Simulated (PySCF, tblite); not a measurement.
# C7H12OSSi: geometry, infrared bands, NMR shifts and electronic excitations

Wanted: the infrared bands, NMR shifts and electronic excitations of C7H12OSSi (`C[Si](C)(C)Oc1ccsc1`), by calculation.

The runs use tblite 0.8.0 and PySCF 2.14.0, with density-fitted response routines of our own; the level of theory stands in each step. All values are computed, except where a source is named. Atoms are numbered from 0 throughout.

**1. Starting geometry**

22 atoms, charge 0, multiplicity 1; geometry from: force field or distance geometry start.

Bonds of the start (Å): C0–Si1 1.89, Si1–C2 1.90, Si1–C3 1.90, Si1–O4 1.66, O4–C5 1.34, C5–C6 1.43, C6–C7 1.36, C7–S8 1.72, S8–C9 1.73, C9–C5 1.37, C0–H10 1.08, C0–H11 1.09, C0–H12 1.09, C2–H13 1.08, C2–H14 1.10, C2–H15 1.07, C3–H16 1.08, C3–H17 1.08, C3–H18 1.10, C6–H19 1.06, C7–H20 1.07, C9–H21 1.07.

**2. Geometry optimisation with GFN2-xTB**

Job settings and geometry (Å):

```
{"job": {"kind": "relax", "xc": "GFN2-xTB", "basis": "xTB"}, "charge": 0, "multiplicity": 1}
C     -2.416700     0.022200     1.504400
Si    -1.132700     0.041900     0.114100
C     -1.068100     1.717700    -0.771800
C     -1.451100    -1.354200    -1.141200
O      0.259300    -0.227400     0.976000
C      1.553800    -0.223900     0.618700
C      2.062100    -0.028100    -0.698400
C      3.420500    -0.069200    -0.740300
S      4.115700    -0.352400     0.802700
C      2.552900    -0.408100     1.537000
H     -2.311400     0.868300     2.174100
H     -2.368300    -0.882500     2.103300
H     -3.427900     0.078000     1.092400
H     -0.544000     2.459100    -0.181000
H     -2.077900     2.115400    -0.959700
H     -0.576100     1.660100    -1.723600
H     -2.387900    -1.205000    -1.653000
H     -0.666300    -1.434600    -1.881500
H     -1.508100    -2.324400    -0.631800
H      1.429000     0.129500    -1.537400
H      4.050100     0.046200    -1.592700
H      2.461700    -0.570300     2.587300
```

Run with:

```
$ OMP_NUM_THREADS=1 python probes_run.py task.json out
```

One launch serves the whole session: the jobs run in the order shown.

**Question.** This job is followed by: GFN2-xTB harmonic vibrations, gas phase; PBE0-D3(BJ)/def2-SVP geometry optimisation, gas phase; GIAO PBE0/pcSseg-1 NMR shielding, non-relativistic, gas phase; TDDFT CAM-B3LYP/def2-SVPD, vertical, gas phase, core orbitals frozen in the response; GIAO wB97X-D/pcSseg-1 NMR shielding, non-relativistic, gas phase. What will the session give for the following? strongest single infrared mode (GFN2-xTB); zero-point energy (GFN2-xTB); point group; rotational constants (main isotopes); 13C shifts against TMS (PBE0/pcSseg-1, means over atoms taken as alike); 1H shifts against TMS (PBE0/pcSseg-1, means over atoms taken as alike); 29Si shifts against TMS (PBE0/pcSseg-1); 17O shifts against H2O (PBE0/pcSseg-1); 33S shifts against CS2 (PBE0/pcSseg-1); lowest singlet (CAM-B3LYP/def2-SVPD); brightest single state of those computed; lowest triplet; vertical ionisation energy (ΔSCF); range of the shift of O4.

**Answer**, as computed:

| quantity | value |
| --- | --- |
| strongest single infrared mode (GFN2-xTB) | 891 cm⁻¹, 284 km/mol |
| zero-point energy (GFN2-xTB) | 106.9 kcal/mol |
| point group | C1 |
| rotational constants (main isotopes) | 2.23, 0.50, 0.47 GHz |
| 13C shifts against TMS (PBE0/pcSseg-1, means over atoms taken as alike) | 159.0, 131.3, 122.7, 111.1, 0.0 ppm |
| 1H shifts against TMS (PBE0/pcSseg-1, means over atoms taken as alike) | 6.90, 6.61, 6.34, 0.28 ppm |
| 29Si shifts against TMS (PBE0/pcSseg-1) | 24.9 ppm |
| 17O shifts against H2O (PBE0/pcSseg-1) | 116.5 ppm |
| 33S shifts against CS2 (PBE0/pcSseg-1) | 172 ppm |
| lowest singlet (CAM-B3LYP/def2-SVPD) | 5.26 eV (236 nm), f = 0.105 |
| brightest single state of those computed | state 9, 6.89 eV, f = 0.169 |
| lowest triplet | 3.57 eV |
| vertical ionisation energy (ΔSCF) | 8.03 eV |
| range of the shift of O4 | 108.7 to 116.5 ppm |

In words: The optimisation took 13 steps and gained 0.024 eV; among the close pairs (by a distance rule), C2–H14 changed most, from 1.101 to 1.085 Å (GFN2-xTB). All 60 modes are real, so the xTB geometry is a minimum. The strongest single mode, at 891 cm⁻¹, is spread over many atoms; the largest shares are those of Si1, C9. GFN2-xTB is a fitted tight-binding method: band positions and strengths are rough. Its intensities can rank the bands wrongly. Relaxing lowered the energy by 0.152 eV in 11 steps; the close pair that moved most is Si1–O4, from 1.646 to 1.693 Å (PBE0/def2-SVP). No frequency check was run at this level, so the end point may be a saddle. At PBE0/pcSseg-1: Shielding is most anisotropic at S8 (span 280 ppm, paramagnetic term -732 ppm). NICS(1)zz of -25 ppm above the planar ring from C5 marks a diatropic (aromatic) ring current. The first singlet state (HOMO→LUMO 0.94) lies at 5.26 eV and is bright; of the 10 states computed, the strongest absorption comes from state 9 at 6.89 eV. The lowest triplet lies 1.69 eV below the lowest singlet (triplets in Tamm-Dancoff, singlets in full TDDFT). ΔSCF puts the ionisation energy at 8.03 eV, 0.63 eV above −ε(HOMO). Across the 2 runs the shift of O4 moves most, between 108.7 (wB97X-D/pcSseg-1) and 116.5 ppm (PBE0/pcSseg-1).
